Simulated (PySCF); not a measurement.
# TaON: relaxation and vibrations of the singlet

Aim: relax TaON as a singlet from a bent start, check by its vibrations whether the end is a minimum, and collect its spectrum and constants.

Program: PySCF 2.14.0. Level of theory: PBE0, basis Ta def2-TZVP with ECP60, O def2-TZVP, N def2-TZVP, scalar-relativistic core potentials, no spin–orbit coupling, density fitting. These are calculated values, not measurements.

**1. The starting structure**

3 atoms, charge 0, spin multiplicity 1.

Bond lengths: Ta1–O2 1.830 Å, Ta1–N3 1.860 Å. Angles: O2–Ta1–N3 110.0°.

Coordinates in bohr (charge 0 multiplicity 1):
```
Ta    0.0000    0.0000    0.0000
O    -2.8327    0.0000    1.9835
N     2.8792    0.0000    2.0161
```

**2. Finding the electronic state**

One driver script runs all steps and calls PySCF; scf.py shows how it sets up the SCF of each step. The optimiser is the driver's own. After this first run the driver tries any further starts and a stability analysis.

Input file scf.py:

```python
from pyscf import gto, scf, dft
mol = gto.M(atom='''
Ta     0.000000     0.000000     0.000000
O     -1.499000     0.000000     1.049600
N      1.523600     0.000000     1.066900''',
    basis={'Ta': 'def2-TZVP', 'O': 'def2-TZVP', 'N': 'def2-TZVP'},
    ecp={'Ta': 'def2-TZVP'},
    charge=0, spin=0)
mf = dft.RKS(mol, xc='PBE0')
mf.grids.atom_grid = (50, 194)
aux = {'Ta': 'def2-universal-JKFIT', 'O': 'def2-universal-JKFIT', 'N': 'def2-universal-JKFIT'}
mf = mf.density_fit(auxbasis=aux)
mf.conv_tol = 1e-08
mf.diis_space = 10
mf.max_cycle = 60
mf.init_guess = 'minao'
mf.verbose = 4
mf.kernel()
```

Run with:

```sh
> OMP_NUM_THREADS=2 python axn.py task.json out
```

Output, shortened:

```text
[... the frontier levels of the middle cycles are left out ...]
init E= -167.408557283423
  HOMO = -0.466944170234079  LUMO = -0.383518495739462  gap/eV = 2.27013
cycle= 1 E= -186.541496848311  delta_E= -19.1  |g|= 1.07  |ddm|= 7.06
  HOMO = -0.150224754329422  LUMO = -0.0794916574712445  gap/eV = 1.92475
cycle= 2 E= -180.476441043915  delta_E= 6.07  |g|= 4.49  |ddm|= 3.21
  HOMO = -0.172100997207863  LUMO = -0.108046645379698  gap/eV = 1.74301
cycle= 3 E= -186.709347524716  delta_E= -6.23  |g|= 0.536  |ddm|= 2.97
cycle= 4 E= -186.65738117132  delta_E= 0.052  |g|= 0.753  |ddm|= 0.74
cycle= 5 E= -186.762372692529  delta_E= -0.105  |g|= 0.349  |ddm|= 0.52
cycle= 6 E= -186.78841242418  delta_E= -0.026  |g|= 0.0725  |ddm|= 0.204
cycle= 7 E= -186.789315539378  delta_E= -0.000903  |g|= 0.0384  |ddm|= 0.0286
cycle= 8 E= -186.789616278538  delta_E= -0.000301  |g|= 0.0077  |ddm|= 0.0188
cycle= 9 E= -186.78963325782  delta_E= -1.7e-05  |g|= 0.00141  |ddm|= 0.00943
cycle= 10 E= -186.789634915961  delta_E= -1.66e-06  |g|= 0.000656  |ddm|= 0.00399
cycle= 11 E= -186.789636059451  delta_E= -1.14e-06  |g|= 0.000328  |ddm|= 0.00439
cycle= 12 E= -186.789636942728  delta_E= -8.83e-07  |g|= 0.000204  |ddm|= 0.0058
cycle= 13 E= -186.78963720267  delta_E= -2.6e-07  |g|= 0.000103  |ddm|= 0.00356
cycle= 14 E= -186.789637260674  delta_E= -5.8e-08  |g|= 2.58e-05  |ddm|= 0.00205
cycle= 15 E= -186.789637262914  delta_E= -2.24e-09  |g|= 7.03e-06  |ddm|= 0.000288
  HOMO = -0.228563945725828  LUMO = -0.156836529619163  gap/eV = 1.95180
Extra cycle  E= -186.789637262967  delta_E= -5.22e-11  |g|= 1.85e-05  |ddm|= 3.69e-05
converged SCF energy = -186.789637262967
```

This step, with its further starts and checks, needed 6.9 s of wall time on 2 threads of Arm Neoverse V2, shared host.

Energies from each starting density:

| start | energy (Eh) |
| --- | --- |
| the minimal-basis guess | -186.789637 |
| a thermally smeared density | -186.789637 |
| a smeared PBE density | -186.789637 |

No lower closed-shell solution turned up from the other starts or in the test of internal stability.

**3. Relaxing the singlet from the bent start**

The program finds Cs symmetry in the start, which this walk keeps. The walk stops when the largest gradient is under 0.0003 Eh/bohr and the energy has settled too.

Changes to scf.py since step 2:

```diff
@@ -3,3 +3,3 @@
-Ta     0.000000     0.000000     0.000000
-O     -1.499000     0.000000     1.049600
-N      1.523600     0.000000     1.066900''',
+Ta     0.012521     0.000000    -0.150409
+O     -1.486479     0.000000     0.899191
+N      1.536121     0.000000     0.916491''',
@@ -16 +15,0 @@
-mf.init_guess = 'minao'
```

Steps of the walk:

| step | energy (Eh) | change (kJ/mol) | largest symmetric gradient (Eh/bohr) |
| --- | --- | --- | --- |
| 0 | -186.789637 | 0.00 | 0.09282 |
| 1 | -186.812082 | -58.93 | 0.01936 |
| 2 | -186.813418 | -62.44 | 0.00730 |
| 3 | -186.813648 | -63.04 | 0.00034 |
| 4 | -186.813649 | -63.04 | 0.00012 |

The walk took 8.2 s.

Geometry (Å) and forces (eV/Å) at some steps:

```
step 0
Ta   0.013   0.000  -0.150   1.403   0.000   4.773
O   -1.486   0.000   0.899   3.158   0.000  -1.890
N    1.536   0.000   0.916  -4.561   0.000  -2.883
step 1
Ta   0.029   0.000  -0.109   0.916   0.000  -0.996
O   -1.395   0.000   0.885  -0.299   0.000   0.818
N    1.428   0.000   0.889  -0.618   0.000   0.178
step 2
Ta   0.042   0.000  -0.160  -0.354   0.000   0.375
O   -1.343   0.000   0.915   0.096   0.000  -0.321
N    1.364   0.000   0.911   0.258   0.000  -0.054
step 3
Ta   0.038   0.000  -0.146  -0.018   0.000  -0.015
O   -1.359   0.000   0.906   0.015   0.000   0.003
N    1.382   0.000   0.905   0.003   0.000   0.012
step 4
Ta   0.038   0.000  -0.146   0.005   0.000   0.005
O   -1.358   0.000   0.906   0.000   0.000   0.002
N    1.382   0.000   0.905  -0.005   0.000  -0.007
```

It settles in Cs symmetry, 63.0 kJ/mol below the start, after 4 steps: Ta–N 1.706 Å, Ta–O 1.748 Å; N–Ta–O 104.9°.

**4. Frequencies**

The point is checked on the finer grid, and tightened if its gradient asks for it. The Hessian and the dipole derivatives come from central differences of analytic gradients, with steps of 0.02 bohr.

Changes to scf.py since step 3:

```diff
@@ -3,3 +3,3 @@
-Ta     0.012521     0.000000    -0.150409
-O     -1.486479     0.000000     0.899191
-N      1.536121     0.000000     0.916491''',
+Ta     0.016720     0.000000    -0.149276
+O     -1.379542     0.000000     0.903161
+N      1.360684     0.000000     0.901881''',
@@ -10 +10 @@
-mf.grids.atom_grid = (50, 194)
+mf.grids.atom_grid = (75, 302)
@@ -13 +13 @@
-mf.conv_tol = 1e-08
+mf.conv_tol = 1e-10
```

The driver hands on the density of the step before, so the log starts near convergence.

Log of the central SCF (cycles and frontier levels):

```text
init E= -186.813739652197
  HOMO = -0.223870021474468  LUMO = -0.143657405342399  gap/eV = 2.18270
cycle= 1 E= -186.813739652112  delta_E= 8.57e-11  |g|= 2.11e-05  |ddm|= 1.59e-05
  HOMO = -0.223866094761483  LUMO = -0.143659785653348  gap/eV = 2.18252
cycle= 2 E= -186.813739650808  delta_E= 1.3e-09  |g|= 8.05e-05  |ddm|= 5.01e-05
  HOMO = -0.223869295133976  LUMO = -0.143657961533229  gap/eV = 2.18266
cycle= 3 E= -186.813739652207  delta_E= -1.4e-09  |g|= 2.45e-06  |ddm|= 4.07e-05
  HOMO = -0.223869267666089  LUMO = -0.143657931469161  gap/eV = 2.18266
cycle= 4 E= -186.813739652209  delta_E= -1.25e-12  |g|= 4.59e-07  |ddm|= 1.33e-06
  HOMO = -0.223869168685237  LUMO = -0.143657938573487  gap/eV = 2.18266
Extra cycle  E= -186.813739652208  delta_E= 3.41e-13  |g|= 1.1e-06  |ddm|= 2.56e-06
converged SCF energy = -186.813739652208
```

The whole step took 36 s.

Geometry: Cs; Ta–N 1.706 Å, Ta–O 1.748 Å; N–Ta–O 105.0°.

Modes, for the most abundant isotopes:

| symmetry | ω (cm⁻¹) | IR (km/mol) | type |
| --- | --- | --- | --- |
| a' | 380 | 2.4 | bend |
| a' | 907 | 198 | stretch |
| a' | 1031 | 14.2 | stretch |

All wavenumbers are real: a minimum.

Properties at this point:

- Dipole moment: 7.33 D
- Highest occupied level: -6.09 eV
- Lowest empty level: -3.91 eV
- Rotational constants: 0.5997, 0.2969, 0.1986 cm⁻¹
- Zero-point energy: 13.9 kJ/mol
- Principal polarisabilities: 25.6, 42.9, 66.9 bohr³
- Atomisation energy without zero-point energy: 1126 kJ/mol
- Principal traceless quadrupole moments about the centre of mass: -12.46, 0.81, 11.65 D Å
- Entropy at 298.15 K and 1 bar: 278.5 J/(mol K)
- Heat capacity Cp at 298.15 K: 43.1 J/(mol K)
- Enthalpy at 298.15 K above 0 K: 11.00 kJ/mol
- Rotational symmetry number: 1

Charges (e) and bond orders:

```json
{"atom": "Ta1", "Mulliken": "1.02", "Löwdin": "0.71", "polar tensor": "1.44", "Mayer order to Ta1": "–"}
{"atom": "O2", "Mulliken": "-0.53", "Löwdin": "-0.34", "polar tensor": "-0.80", "Mayer order to Ta1": "2.11"}
{"atom": "N3", "Mulliken": "-0.49", "Löwdin": "-0.37", "polar tensor": "-0.64", "Mayer order to Ta1": "2.93"}
```

Outer orbital energies (eV). occupied: -24.00, -18.25, -9.50, -9.22, -9.09, -7.71, -7.15, -6.09; empty: -3.91, -2.12, -1.86, 0.31.

Mulliken populations on Ta1 (outside its core potential): s 2.25, p 6.24, d 3.39, f 0.11.

**5. Would spin polarisation lower it?**

At the lowest minimum the closed shell is tested against spin polarisation, on the (50, 194) grid. It is stable.

**6. Outcome**

```
                                 quantity                                      value
                                  minimum                                singlet, Cs
                                 geometry  Ta–N 1.706 Å, Ta–O 1.748 Å; N–Ta–O 105.0°
                       wavenumbers (cm⁻¹)              380 (a'), 907 (a'), 1031 (a')
                            dipole moment                                     7.33 D
     highest occupied, lowest empty level                            -6.09, -3.91 eV
               polar-tensor charge of Ta1                                    +1.44 e
                        zero-point energy                                13.9 kJ/mol
                      entropy at 298.15 K                            278.5 J/(mol K)
atomisation energy (no zero-point energy)                                1126 kJ/mol
```

The molecule stays Cs, as typed, and the end point is a minimum. In the infrared the band at 907 cm⁻¹ (a', stretch) leads. With 7.3 D the molecule is strongly polar. Other starts or spin states, not run here, may lie lower. Spin–orbit coupling, left out here, can matter for elements this heavy.

The search up to here needed 53 s of wall time on 2 threads of Arm Neoverse V2, shared host.
